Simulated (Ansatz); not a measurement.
**C₂F₂N₂Si: one species, many methods**

Aim: compute C₂F₂N₂Si with functionals from several rungs and with coupled cluster. The yardstick is the atomisation energy at the CCSD(T) limit.

The runs use Ansatz 0.2.0, Gaussian basis; functionals in def2-TZVPP, the program's frozen cores in correlated methods.

Levels to be run: LDA (SPW92), PBE-D4, revPBE-D4, BLYP-D4, r2SCAN-D4, B97M-V, PBE0-D4, B3LYP-D4, r2SCANh-D4, r2SCAN0-D4, HSE06-D4, BHLYP-D4, CAM-B3LYP-D4, LC-ωPBE, ωB97X-V, ωB97M-V, B2PLYP, PBE-QIDH; CCSD(T)/def2-SVP; CCSD(T)/def2-TZVPP; MP2/def2-QZVPP; extrapolation to the limit; RPA on PBE.

### Step 1. The relaxed structure

The geometry comes from an earlier relaxation with PBE0-D4 in a triple-zeta def2 set; it is a stationary point, not always the lowest conformer.

SMILES `N#C[Si](F)(F)C#N`, 7 atoms, charge 0, spin multiplicity 1.

Atoms are counted from 1 here; the program's logs count them from 0.

Bond lengths: N1–C2 1.151 Å, C2–Si3 1.822 Å, Si3–F4 1.564 Å, Si3–F5 1.564 Å, Si3–C6 1.822 Å, C6–N7 1.151 Å. Angles: N1–C2–Si3 179.1°, C2–Si3–F4 109.2°, C2–Si3–F5 109.1°, C2–Si3–C6 110.0°, F4–Si3–F5 110.2°, F4–Si3–C6 109.2°, F5–Si3–C6 109.2°, Si3–C6–N7 179.1°.

Geometry (Å):

```
N     0.55865   -2.11723    1.58715
C     0.27436   -1.35483    0.77371
Si   -0.16961   -0.12624   -0.49709
F    -1.67415   -0.30745   -0.88310
F     0.73934   -0.33522   -1.75234
C     0.08363    1.55828    0.15081
N     0.24908    2.61480    0.57526
```

### Step 2. LDA

This LDA is Slater exchange with PW92 correlation.

File in.yaml:

```yaml
crystal:
  periodic: [false, false, false]
  atoms:
    - {symbol: N, position_ang: [0.558654, -2.117235, 1.587150]}
    - {symbol: C, position_ang: [0.274355, -1.354832, 0.773711]}
    - {symbol: Si, position_ang: [-0.169606, -0.126239, -0.497089]}
    - {symbol: F, position_ang: [-1.674153, -0.307453, -0.883098]}
    - {symbol: F, position_ang: [0.739337, -0.335218, -1.752339]}
    - {symbol: C, position_ang: [0.083633, 1.558277, 0.150809]}
    - {symbol: N, position_ang: [0.249081, 2.614800, 0.575256]}
basis:
  gaussian: {orbitals: def2-TZVPP}
hamiltonian: {xc: lda}
output: {orbitals: {seedname: orbitals}}
```

Launch:

```bash
ansatz run in.yaml --threads 4 --pin off --events-out ev --progress --plain --max-ram 10444MiB
```

The runs that follow: PBE-D4 (GGA); revPBE-D4 (GGA); BLYP-D4 (GGA); r2SCAN-D4 (meta-GGA); B97M-V (meta-GGA); B3LYP-D4 (hybrid); r2SCANh-D4 (hybrid); r2SCAN0-D4 (hybrid); HSE06-D4 (hybrid); BHLYP-D4 (hybrid); CAM-B3LYP-D4 (range-separated); LC-ωPBE (range-separated); ωB97X-V (range-separated); ωB97M-V (range-separated); B2PLYP (double hybrid); PBE-QIDH (double hybrid); CCSD(T) in def2-SVP; CCSD(T) in def2-TZVPP; MP2 in def2-QZVPP; RPA on PBE orbitals.

Q: Predict the results of all the runs planned. Wanted: atomisation energy, CCSD(T)/CBS; farthest beyond LDA; mean size of error, GGA; mean size of error, meta-GGA; mean size of error, hybrid; mean size of error, range-separated; mean size of error, double hybrid; gap, smallest and largest; T1 diagnostic.

**Answer**, as computed:

```
                               quantity                                                                                 value
        atomisation energy, CCSD(T)/CBS                                                                        852.3 kcal/mol
functionals within 4.3 kcal/mol (0.5 %)  B97M-V, PBE0-D4, B3LYP-D4, HSE06-D4, CAM-B3LYP-D4, LC-ωPBE, ωB97X-V, ωB97M-V, B2PLYP
                    farthest beyond LDA                                                             BHLYP-D4 (-52.8 kcal/mol)
                mean size of error, GGA                                                                         18.4 kcal/mol
           mean size of error, meta-GGA                                                                          3.0 kcal/mol
             mean size of error, hybrid                                                                         19.8 kcal/mol
    mean size of error, range-separated                                                                          1.8 kcal/mol
      mean size of error, double hybrid                                                                          7.2 kcal/mol
              gap, smallest and largest                                             5.94 eV (LDA (SPW92)), 13.86 eV (LC-ωPBE)
                          T1 diagnostic                                                                                0.0137
triples share of the correlation energy                                                                                 4.2 %
```

What this shows: The LDA atomisation energy is off by 142.2 kcal/mol (17 %): it overbinds. PBE-D4 misses by +35.8 kcal/mol. Double hybrids carry the basis error of their MP2 part in triple zeta, and no dispersion term here, so their miss is partly the set-up's. The rungs range-separated, meta-GGA miss on average by less than the doubt on the reference (4.3 kcal/mol), so they tie. The reference freezes the cores and leaves out relativity and excitations past (T), so misses under about 4.3 kcal/mol can't be ranked. Hartree-Fock recovers 66 % of the binding; the rest is correlation. CCSD(T) in def2-SVP is off by -66.1 kcal/mol, so the small basis spoils what the method gains. The gap grows from 5.9 to 13.9 eV across the functionals, mostly with the share of exact exchange.
